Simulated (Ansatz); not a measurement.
# BW: a trial structure relaxed

Aim: relax BW from this start, structure listed in a database for this formula (Cmcm, No. 63), and see where it ends.

Method: DFT r2SCAN, scalar-relativistic, plane waves, PAW, in Ansatz 0.2.0.

1 further run of the same task is left out (it didn't finish).

### 1 Starting point

The structure is orthorhombic, space group Cmcm (No. 63). Conventional cell: a = 3.162 Å, b = 8.482 Å, c = 3.095 Å, α = 90.00°, β = 90.00°, γ = 90.00°. B (site symmetry m2m) is surrounded by 2 B at 1.86 Å and 7 W at 2.32 to 2.50 Å. W (site symmetry m2m) is surrounded by 7 B at 2.32 to 2.50 Å.

Coordinates:

```xyz
4
Lattice="1.5809 -4.2411 0.0000 1.5809 4.2411 0.0000 0.0000 0.0000 3.0951" Properties=species:S:1:pos:R:3 pbc="T T T"
B     1.5809   -0.5176    0.7738
B     1.5809    0.5176    2.3213
W     1.5809   -3.0145    0.7738
W     1.5809    3.0145    2.3213
```

### 2 Quick check of gap, pressure and forces

The input, input.yaml:

```yaml
crystal:
  lattice:
    - [1.58090606, -4.24111568, 0.0]
    - [1.58090606, 4.24111568, 0.0]
    - [0.0, 0.0, 3.0951265]
  atoms:
    - { symbol: B, position: [0.56102184, 0.43897816, 0.25] }
    - { symbol: B, position: [0.43897816, 0.56102184, 0.75] }
    - { symbol: W, position: [0.85538523, 0.14461477, 0.25] }
    - { symbol: W, position: [0.14461477, 0.85538523, 0.75] }
basis:
  ecutwfc: 500
kpoints:
  mp_grid: { grid: [6, 6, 6] }
hamiltonian:
  xc: r2scan
scf:
  occupations: { method: gaussian, width: 0.1 }
  lower_state_search: "off"
output:
  forces: true
  stress: true
  eigenvalues: true
```

Run with:

```sh
$ ansatz run input.yaml --threads 1 --pin off --max-ram 2560MiB --backend cpu --events-out ev --progress --plain --runs-dir out
```

Log, cut to the lines that bear on the results:

```text
[...]
SCF converged after 6 iterations
Free energy (F): -21109.180469 eV
[...]
E sigma→0 (E₀):  -21109.176182 eV
Entropy (-TS):   -0.008572 eV (-2.143 meV/atom)
Fermi energy:    21.746673 eV
[...]
--- Forces (eV/Å), atoms counted from 1 ---
  atom   1  B      0.00000000    -0.03863376     0.00000000
  atom   2  B      0.00000000     0.03863376     0.00000000
  atom   3  W      0.00000000    -0.02665520     0.00000000
  atom   4  W      0.00000000     0.02665520     0.00000000
[...]
--- Stress (GPa, compression-positive) ---
       -1.770639       0.000000       0.000000
        0.000000      -0.732978       0.000000
        0.000000       0.000000      -0.370373
  P = ⅓ Tr σ = -0.9580 GPa (-9.580 kbar)
--- Band table (eV; the first three rows and the last of 52) ---
  k-point 0: bands = ["-54.8229", "-54.7062", "-18.9006", "-18.4977", "-18.4959", "-18.2566", "-18.0724", "-18.0449", "6.6285", "12.2037", "15.9863", "16.3630", "16.7440", "16.9460", "18.8097", "20.3344", "20.9544", "21.6777", "22.8757", "23.0495", "24.0422"]
[...]
```

Run time: 3.4 s. Hardware: 1 thread of Intel Xeon 6975P-C (Granite Rapids), shared host; peak memory 0.54 GiB.

From the probe: pressure -1.0 GPa, largest force 0.04 eV/Å, gap on this mesh none (metal). The gap decides the next run's mesh: 16×16×16 points.

### 3 Full relaxation

input.yaml: that of step 2 with these lines changed.

```diff
@@ -13,3 +13,3 @@
 kpoints:
-  mp_grid: { grid: [6, 6, 6] }
+  mp_grid: { grid: [16, 16, 16] }
 hamiltonian:
@@ -18,3 +18,2 @@
   occupations: { method: gaussian, width: 0.1 }
-  lower_state_search: "off"
 output:
@@ -23 +22,6 @@
   eigenvalues: true
+relax:
+  adjacent_minimum: "off"
+  f_tol: 0.01
+  max_steps: 80
+  cell: { stress_tol: 0.05 }
```

Run with:

```sh
$ ansatz run input.yaml --threads 1 --pin off --max-ram 2560MiB --backend cpu --events-out ev --progress --plain --runs-dir out
```

Log:

```text
Warning: RAYON_NUM_THREADS=1 ignored (pool sized by the plan → 1); use --threads N
Engine: ansatz 0.2.0, x86_64-unknown-linux-gnu
Pseudopotentials: kind: paw
Pseudopotential: B, paw, valence charge 3, recommended cutoff 500 eV (meta_gga), B.paw.azcp
Pseudopotential: W, paw, valence charge 14, recommended cutoff 500 eV (meta_gga), W.paw.azcp
Functional definition: r2SCAN
  parameter k0 = 0.174
  parameter k1 = 0.065
  parameter a1 = 4.9479
  exchange = r2scan_x(k0 = k0, k1 = k1, a1 = a1)
  correlation = r2scan_c
Crystal: 4 atoms, lattice volume = 41.504 Å³
Basis set: ecut = 500 eV, 1037 PW (Γ), exchange–correlation on 144×144×96 points (64 copies of the dense FFT grid, shifted against one another)
Bands: 21, of which v1, the nominal top of the filled ones, is band 17 counted from 1 (16 counted from 0)
Symmetry: 8 space group operations
Space group: Cmcm (ITA 63), of the structure as read, at distance tolerance 3.5e-5 Å
k-points: 657 of 4096
Non-local potential: B, projectors of the file, l = 0: 2, l = 1: 2, l = 2: 1
Non-local potential: W, projectors of the file, l = 0: 3, l = 1: 2, l = 2: 2, l = 3: 1
PAW form: soft (Blöchl's): semilocal exchange-correlation on the pseudo side does not see the compensation charge
PAW frozen core: B, regenerated for the run's functional (the file was generated under x = pbe(κ = 0.804, μ = 0.2195149727645171), c = pbe(β = 0.06672455060314922))
PAW frozen core: W, regenerated for the run's functional (the file was generated under x = pbe(κ = 0.804, μ = 0.2195149727645171), c = pbe(β = 0.06672455060314922))
PAW one-centre angular grid: B, 302 points (default); XC on 160 Gauss nodes
PAW one-centre angular grid: W, 590 points (default); XC on 160 Gauss nodes
Initial density: superposition of atomic densities (neutral atoms: chi_scale 0, normalization atom), corrected by the library's trained network
Initial wavefunctions: pseudopotential atomic-orbital guess
Functional: x = r2scan, c = r2scan; τ floored in thin density (d = 2e-4 eV/Å³)
SCF iter   1: F=—  HF=-21109.098480 eV  |F-HF|=—  |Δ(HF+E_count)|=         —  Δρ=1.10e-2  dr2=6.41e-2  dr2_τ=3.41e-1  ethr=1.77e-3  ⟨swp⟩=5.4  Hψ=66077  notcnv=0
preconditioner: auto → Kerker (q_TF=auto, 2.639 Å⁻¹)  [metal: Δε(μ)=0.006 eV  Ē_g=7.907 eV  σ=0.100 eV  W_gap=0.03  n_scr=12 (ndim 8)  ℏωp=24.5 eV  f_vac=0.000  D(μ)=1.52/eV (n_scr^D=12)]
SCF iter   2: F=—  HF=-21109.168243 eV  |F-HF|=—  |Δ(HF+E_count)|=   6.98e-2  Δρ=5.93e-3  dr2=1.35e-2  dr2_τ=4.91e-4  ethr=1.88e-4  ⟨swp⟩=2.0  Hψ=27304  notcnv=0  defer=155
SCF iter   3: F=—  HF=-21109.167486 eV  |F-HF|=—  |Δ(HF+E_count)|=   7.57e-4  Δρ=9.29e-4  dr2=1.91e-4  dr2_τ=4.77e-5  ethr=3.97e-5  ⟨swp⟩=2.0  Hψ=19520  notcnv=0  defer=155
SCF iter   4: F=—  HF=-21109.167547 eV  |F-HF|=—  |Δ(HF+E_count)|=   6.18e-5  Δρ=2.50e-4  dr2=1.54e-5  dr2_τ=1.34e-6  ethr=5.63e-7  ⟨swp⟩=2.8  Hψ=25186  notcnv=0  defer=155
SCF iter   5: F=—  HF=-21109.167554 eV  |F-HF|=—  |Δ(HF+E_count)|=   6.99e-6  Δρ=5.25e-5  dr2=6.96e-7  dr2_τ=7.72e-8  ethr=4.53e-8  ⟨swp⟩=2.9  Hψ=24061  notcnv=0  defer=155
SCF iter   6: F=-21109.167555 eV  HF=-21109.167555 eV  |F-HF|=1.63e-9  |Δ(HF+E_count)|=   2.17e-7  Δρ=4.51e-6  dr2=5.85e-9  dr2_τ=7.76e-9  ethr=2.94e-10  ⟨swp⟩=7.4  Hψ=66736  notcnv=0
SCF 1 converged in 6 iterations: F = -21109.167555 eV  dr2 = 5.85e-9
relax step   1: F+E_penalty+E_count = -21109.16755466 eV  Δ(F+E_penalty+E_count) = +0.000e0 eV  max|allowed force component| = 1.797e-2 eV/Å  Δτ_max = 0.0000 Å  P = -1.084 GPa  Ω = 41.504 Å³  (6 SCF iters, dr2 threshold 1.00e-7 eV, accepted)
Crystal: 4 atoms, lattice volume = 41.246 Å³
Initial density: handed on by an earlier stage of this run
Initial wavefunctions: those handed on with the density
iter 1 solved again at ethr=7.54e-7 eV; its pass at ethr=3.10e-3 eV (dr2=2.56e-4 eV) is discarded
SCF iter   1: F=—  HF=-21109.165453 eV  |F-HF|=—  |Δ(HF+E_count)|=         —  Δρ=8.16e-4  dr2=2.62e-4  dr2_τ=3.18e-3  ethr=7.54e-7  ⟨swp⟩=3.2  Hψ=83174  notcnv=0
preconditioner: auto → Kerker (q_TF=auto, 2.642 Å⁻¹)  [metal: Δε(μ)=0.006 eV  Ē_g=8.025 eV  σ=0.100 eV  W_gap=0.04  n_scr=12 (ndim 8)  ℏωp=24.5 eV  f_vac=0.000  D(μ)=1.42/eV (n_scr^D=8)]
SCF iter   2: F=—  HF=-21109.167866 eV  |F-HF|=—  |Δ(HF+E_count)|=   2.41e-3  Δρ=5.13e-4  dr2=1.10e-4  dr2_τ=3.32e-6  ethr=7.54e-7  ⟨swp⟩=2.0  Hψ=24244  notcnv=0
SCF iter   3: F=—  HF=-21109.167855 eV  |F-HF|=—  |Δ(HF+E_count)|=   1.14e-5  Δρ=1.14e-4  dr2=6.72e-6  dr2_τ=3.19e-6  ethr=3.25e-7  ⟨swp⟩=2.0  Hψ=19731  notcnv=0
SCF iter   4: F=—  HF=-21109.167854 eV  |F-HF|=—  |Δ(HF+E_count)|=   4.48e-7  Δρ=5.71e-5  dr2=1.68e-6  dr2_τ=1.10e-7  ethr=1.98e-8  ⟨swp⟩=2.3  Hψ=19918  notcnv=0
SCF iter   5: F=-21109.167854 eV  HF=-21109.167854 eV  |F-HF|=3.48e-8  |Δ(HF+E_count)|=   2.15e-7  Δρ=1.71e-5  dr2=1.29e-7  dr2_τ=5.44e-9  ethr=1.18e-9  ⟨swp⟩=3.6  Hψ=58331  notcnv=0
SCF 2 converged in 5 iterations: F = -21109.167854 eV  dr2 = 1.29e-7
relax step   2: F+E_penalty+E_count = -21109.16785383 eV  Δ(F+E_penalty+E_count) = -2.992e-4 eV  max|allowed force component| = 4.282e-2 eV/Å  Δτ_max = 0.0024 Å  P = +1.146 GPa  Ω = 41.246 Å³  energy of the carried Pulay correction = +1.206e-4 eV  (5 SCF iters, dr2 threshold 4.00e-7 eV, accepted)
Crystal: 4 atoms, lattice volume = 41.376 Å³
iter 1 solved again at ethr=2.18e-7 eV; its pass at ethr=3.10e-3 eV (dr2=7.41e-5 eV) is discarded
SCF iter   1: F=—  HF=-21109.167522 eV  |F-HF|=—  |Δ(HF+E_count)|=         —  Δρ=3.77e-4  dr2=7.13e-5  dr2_τ=1.52e-3  ethr=2.18e-7  ⟨swp⟩=2.1  Hψ=76644  notcnv=0
preconditioner: auto → Kerker (q_TF=auto, 2.640 Å⁻¹)  [metal: Δε(μ)=0.009 eV  Ē_g=8.000 eV  σ=0.100 eV  W_gap=0.05  n_scr=12 (ndim 8)  ℏωp=24.5 eV  f_vac=0.000  D(μ)=1.44/eV (n_scr^D=8)]
SCF iter   2: F=—  HF=-21109.168358 eV  |F-HF|=—  |Δ(HF+E_count)|=   8.36e-4  Δρ=2.51e-4  dr2=2.68e-5  dr2_τ=8.02e-7  ethr=2.10e-7  ⟨swp⟩=2.0  Hψ=24674  notcnv=0
SCF iter   3: F=—  HF=-21109.168355 eV  |F-HF|=—  |Δ(HF+E_count)|=   2.77e-6  Δρ=5.25e-5  dr2=2.50e-6  dr2_τ=7.09e-7  ethr=7.87e-8  ⟨swp⟩=2.0  Hψ=19716  notcnv=0
SCF iter   4: F=—  HF=-21109.168355 eV  |F-HF|=—  |Δ(HF+E_count)|=   2.48e-7  Δρ=2.92e-5  dr2=7.74e-7  dr2_τ=3.57e-8  ethr=7.36e-9  ⟨swp⟩=2.0  Hψ=19396  notcnv=0
SCF iter   5: F=-21109.168355 eV  HF=-21109.168355 eV  |F-HF|=4.24e-8  |Δ(HF+E_count)|=   1.34e-7  Δρ=1.17e-5  dr2=8.53e-8  dr2_τ=2.35e-9  ethr=1.18e-9  ⟨swp⟩=5.3  Hψ=53733  notcnv=0
SCF 3 converged in 5 iterations: F = -21109.168355 eV  dr2 = 8.53e-8
relax step   3: F+E_penalty+E_count = -21109.16835455 eV  Δ(F+E_penalty+E_count) = -5.007e-4 eV  max|allowed force component| = 1.123e-2 eV/Å  Δτ_max = 0.0020 Å  P = +0.043 GPa  Ω = 41.376 Å³  energy of the carried Pulay correction = +6.004e-5 eV  (5 SCF iters, dr2 threshold 4.00e-7 eV, accepted)
Crystal: 4 atoms, lattice volume = 41.379 Å³
iter 1 solved again at ethr=2.05e-8 eV; its pass at ethr=3.10e-3 eV (dr2=6.96e-6 eV) is discarded
SCF iter   1: F=—  HF=-21109.168349 eV  |F-HF|=—  |Δ(HF+E_count)|=         —  Δρ=1.22e-4  dr2=7.03e-6  dr2_τ=3.72e-5  ethr=2.05e-8  ⟨swp⟩=2.9  Hψ=78572  notcnv=0
preconditioner: auto → Kerker (q_TF=auto, 2.640 Å⁻¹)  [metal: Δε(μ)=0.006 eV  Ē_g=8.001 eV  σ=0.100 eV  W_gap=0.04  n_scr=12 (ndim 8)  ℏωp=24.5 eV  f_vac=0.000  D(μ)=1.44/eV (n_scr^D=8)]
SCF iter   2: F=—  HF=-21109.168366 eV  |F-HF|=—  |Δ(HF+E_count)|=   1.75e-5  Δρ=5.84e-5  dr2=1.55e-6  dr2_τ=6.26e-8  ethr=2.05e-8  ⟨swp⟩=2.0  Hψ=23537  notcnv=0
SCF iter   3: F=—  HF=-21109.168366 eV  |F-HF|=—  |Δ(HF+E_count)|=   1.95e-7  Δρ=1.81e-5  dr2=1.65e-7  dr2_τ=1.64e-8  ethr=4.55e-9  ⟨swp⟩=2.0  Hψ=18663  notcnv=0
SCF iter   4: F=-21109.168366 eV  HF=-21109.168366 eV  |F-HF|=5.70e-9  |Δ(HF+E_count)|=   3.55e-8  Δρ=4.81e-6  dr2=1.36e-8  dr2_τ=8.76e-10  ethr=1.90e-10  ⟨swp⟩=5.2  Hψ=51851  notcnv=0
SCF 4 converged in 4 iterations: F = -21109.168366 eV  dr2 = 1.36e-8
relax step   4: F+E_penalty+E_count = -21109.16836587 eV  Δ(F+E_penalty+E_count) = -1.132e-5 eV  max|allowed force component| = 7.104e-3 eV/Å  Δτ_max = 0.0003 Å  P = +0.008 GPa  Ω = 41.379 Å³  energy of the carried Pulay correction = +5.848e-5 eV  (4 SCF iters, dr2 threshold 6.47e-8 eV, accepted)
Crystal: 4 atoms, lattice volume = 41.378 Å³
iter 1 solved again at ethr=2.38e-9 eV; its pass at ethr=3.10e-3 eV (dr2=8.10e-7 eV) is discarded
SCF iter   1: F=—  HF=-21109.168370 eV  |F-HF|=—  |Δ(HF+E_count)|=         —  Δρ=3.79e-5  dr2=8.52e-7  dr2_τ=2.46e-6  ethr=2.38e-9  ⟨swp⟩=2.8  Hψ=77846  notcnv=0
preconditioner: auto → Kerker (q_TF=auto, 2.640 Å⁻¹)  [metal: Δε(μ)=0.009 eV  Ē_g=8.001 eV  σ=0.100 eV  W_gap=0.05  n_scr=12 (ndim 8)  ℏωp=24.5 eV  f_vac=0.000  D(μ)=1.44/eV (n_scr^D=8)]
SCF iter   2: F=—  HF=-21109.168371 eV  |F-HF|=—  |Δ(HF+E_count)|=   1.33e-6  Δρ=1.97e-5  dr2=2.68e-7  dr2_τ=6.58e-9  ethr=2.38e-9  ⟨swp⟩=2.0  Hψ=23212  notcnv=0
SCF iter   3: F=—  HF=-21109.168371 eV  |F-HF|=—  |Δ(HF+E_count)|=   6.38e-8  Δρ=5.57e-6  dr2=2.29e-8  dr2_τ=2.76e-9  ethr=7.88e-10  ⟨swp⟩=2.0  Hψ=19171  notcnv=0
SCF iter   4: F=-21109.168371 eV  HF=-21109.168371 eV  |F-HF|=0.00e0  |Δ(HF+E_count)|=   5.94e-9  Δρ=1.66e-6  dr2=9.06e-10  dr2_τ=4.09e-11  ethr=4.07e-11  ⟨swp⟩=5.0  Hψ=50519  notcnv=0
SCF 5 converged in 4 iterations: F = -21109.168371 eV  dr2 = 9.06e-10
relax step   5: F+E_penalty+E_count = -21109.16837133 eV  Δ(F+E_penalty+E_count) = -5.462e-6 eV  max|allowed force component| = 4.702e-3 eV/Å  Δτ_max = 0.0002 Å  P = +0.014 GPa  Ω = 41.378 Å³  energy of the carried Pulay correction = +5.888e-5 eV  (4 SCF iters, dr2 threshold 1.38e-8 eV, accepted)
Initial wavefunctions: pseudopotential atomic-orbital guess (no wavefunctions were taken with the density)
iter 1 solved again at ethr=3.82e-9 eV; its pass at ethr=3.10e-3 eV (dr2=1.30e-6 eV) is discarded
SCF iter   1: F=—  HF=-21109.168314 eV  |F-HF|=—  |Δ(HF+E_count)|=         —  Δρ=1.09e-5  dr2=6.07e-9  dr2_τ=6.52e-8  ethr=3.82e-9  ⟨swp⟩=4.1  Hψ=114561  notcnv=0
SCF iter   2: F=—  HF=-21109.168314 eV  |F-HF|=—  |Δ(HF+E_count)|=   1.86e-8  Δρ=5.78e-6  dr2=1.89e-9  dr2_τ=1.95e-9  ethr=1.79e-11  ⟨swp⟩=2.6  Hψ=24730  notcnv=0
SCF iter   3: F=-21109.168314 eV  HF=-21109.168314 eV  |F-HF|=3.64e-12  |Δ(HF+E_count)|=   2.11e-9  Δρ=3.03e-7  dr2=2.72e-11  dr2_τ=1.18e-11  ethr=1.00e-12  ⟨swp⟩=5.2  Hψ=73866  notcnv=0
SCF 6 converged in 3 iterations: F = -21109.168314 eV  dr2 = 2.72e-11
relax step   6: F+E_penalty+E_count = -21109.16831410 eV  Δ(F+E_penalty+E_count) = +5.723e-5 eV  max|allowed force component| = 4.696e-3 eV/Å  Δτ_max = 0.0000 Å  P = +0.012 GPa  Ω = 41.378 Å³  stress off target by 2.16e-2 GPa  SCF on the basis re-selected at this cell (its energy is not comparable with the rows above)  (3 SCF iters)
basis re-selected at this cell: Δ(F+E_penalty+E_count) = +5.723e-5 eV, ΔP = -0.001 GPa vs the last step (what re-selecting the basis moved, of the pressure what is left beyond the Pulay correction that the steps carried, after the strain that the cell walked since its last selection, with what the two solves' SCF thresholds leave and, on support functions, any second-order correction that the steps lacked; it is no measure of the basis error at this ecutwfc). This SCF's stress stands 2.16e-2 GPa from its target on what of the cell is left free (relax.cell.stress_tol is 5.00e-2 GPa) and its largest allowed force component is 4.70e-3 eV/Å (relax.f_tol is 1.00e-2 eV/Å): within both
SCF converged after 3 iterations
Free energy (F): -21109.168314 eV
Harris-Foulkes:  -21109.168314 eV  (|F-HF|=3.64e-12)
Internal energy: -21109.161110 eV  (E = F + TS)
E sigma→0 (E₀):  -21109.164712 eV
Entropy (-TS):   -0.007205 eV (-1.801 meV/atom)
Fermi energy:    21.804264 eV
--- Per-component energies (eV) ---
  E_band       = -153.335917
  E_kinetic    = 1007.638072
  E_local      = -1284.487665  (includes V_loc(G=0)·N_el)
  E_nonlocal   = 23.053656
  E_hartree    = 475.116687
  E_xc         = -564.456867
  E_vxc        = -607.733297  (∫ρ·V_xc dr)
  E_paw        = -17347.041793  (= ΣΔE_a)
  E_vpaw       = -273.084802  (= ΣTr[D̂ρ^β])
  E_aug_tail   = -0.000097  (compensation charges beyond the density's cutoff)
  E_vtau       = 31.044773  (kinetic-family band-sum trace: ∫τ·v_τ [+ j·A + Jᵃ·Aᵃ] dr)
  E_ewald      = -3417.770321
  E_core_change = -1.212782  (= ΣΔE_core)
  E_smearing   = -0.007205  (= −TS)
  E_closure    = 0.000000  (closes the sum)
  Σ components = -21109.168314   (vs F -21109.168314, Δ=0.00e0)
--- Forces (eV/Å), atoms counted from 1 ---
  atom   1  B      0.00000000    -0.00469579     0.00000000
  atom   2  B      0.00000000     0.00469579     0.00000000
  atom   3  W      0.00000000     0.00143246     0.00000000
  atom   4  W      0.00000000    -0.00143246     0.00000000
  max |Σ_I F_I| component: 2.17e-19 eV/Å
--- Stress (GPa, compression-positive) ---
        0.021574       0.000000       0.000000
        0.000000       0.015875       0.000000
        0.000000       0.000000      -0.000026
  P = ⅓ Tr σ = 0.0125 GPa (0.125 kbar)
--- Band table (eV; the first three rows and the last of 657) ---
  k-point 0: bands = ["-54.7546", "-54.6355", "-18.8448", "-18.4321", "-18.4268", "-18.1838", "-17.9984", "-17.9793", "6.6862", "12.2565", "16.0308", "16.4476", "16.7975", "17.0133", "18.8878", "20.3796", "20.9903", "21.7330", "22.9469", "23.1490", "24.1138"]
  k-point 1: bands = ["-54.7530", "-54.6362", "-18.8361", "-18.4417", "-18.4231", "-18.1847", "-18.0154", "-17.9855", "6.7574", "12.3229", "15.8369", "16.5028", "16.7463", "17.0963", "18.8068", "20.1654", "20.9806", "21.8155", "22.9068", "23.1741", "24.0879"]
  k-point 2: bands = ["-54.7481", "-54.6380", "-18.8105", "-18.4683", "-18.4124", "-18.1876", "-18.0639", "-18.0044", "6.9674", "12.5126", "15.3516", "16.6103", "16.6590", "17.2722", "18.5701", "19.6142", "20.9877", "22.0486", "22.8960", "23.2503", "24.0541"]
  k-point 656: bands = ["-54.6811", "-54.6811", "-18.8892", "-18.8892", "-18.2703", "-18.2703", "-18.0311", "-18.0311", "10.5388", "10.5388", "15.3618", "15.3618", "17.5941", "17.5941", "18.3659", "18.3659", "20.5463", "20.5463", "21.8405", "21.8405", "24.5242"]
--- Relaxed structure (5 steps of the walk, 5 accepted, 1 SCFs on fresh bases) ---
  F+E_penalty+E_count = -21109.16831410 eV   max|allowed force component| = 4.696e-3 eV/Å   (the final SCF, on the basis selected at the relaxed cell)
  cell:  # Å, volume = 41.3781 Å³
    - [1.5808639236584126, -4.227402260439386, 0.0]
    - [1.5808639236584126, 4.227402260439386, 0.0]
    - [0.0, 0.0, 3.095797308569819]
  atoms:
    - { symbol: B, position: [0.5612778338732415, 0.4387221661267586, 0.25] }
    - { symbol: B, position: [0.4387221661267586, 0.5612778338732415, 0.7500000000000001] }
    - { symbol: W, position: [0.8553584563612442, 0.14464154363875587, 0.25] }
    - { symbol: W, position: [0.14464154363875587, 0.8553584563612442, 0.7500000000000001] }
```

Run time: 2.8 min. Hardware: 1 thread of Intel Xeon 6975P-C (Granite Rapids), shared host; peak memory 1 GiB.

Step by step:

```
step  energy from step 1 (eV/cell)  largest force component (eV/Å)  pressure (GPa)  volume (Å³)
   1                        0.0000                          0.0180           -1.08        41.50
   2                       -0.0003                          0.0428            1.15        41.25
   3                       -0.0008                          0.0112            0.04        41.38
   4                       -0.0008                          0.0071            0.01        41.38
   5                       -0.0008                          0.0047            0.01        41.38
   6                       -0.0008                          0.0047            0.01        41.38
```

Step 1 is the start. Step 6 repeats the geometry before it on a plane-wave basis chosen anew for that cell, so its energy need not be comparable with the rows above.

Lengths and angles in the start's conventional setting:

|  | before | after | change |
| --- | --- | --- | --- |
| a (Å) | 3.162 | 3.162 | 0.0 % |
| b (Å) | 8.482 | 8.455 | -0.3 % |
| c (Å) | 3.095 | 3.096 | 0.0 % |
| volume (Å³/atom) | 10.38 | 10.34 | -0.3 % |
| shortest distance (Å) | 1.862 | 1.863 | 0.0 % |
| space group (0.01 Å) | Cmcm | Cmcm | same |

The run keeps the 8 symmetry operations of the start, so it could not have lowered the symmetry.

### 4 Results

Formation energies count from the elements, computed with the same settings in runs not shown here.

| quantity | value |
| --- | --- |
| cell (conventional) | a = 3.162 Å, b = 8.455 Å, c = 3.096 Å, α = 90.00°, β = 90.00°, γ = 90.00° |
| space group | Cmcm (No. 63) |
| volume | 10.34 Å³/atom |
| gap on the mesh | none (metal) |
| formation energy from the elements | -0.364 eV/atom |

**Reading.** The space group stayed Cmcm, and from the first guess the volume went from 10.38 to 10.34 Å³/atom. With -0.36 eV/atom it lies under the elements, which doesn't yet make it stable against other compounds of them. The runs treat W without spin-orbit coupling.
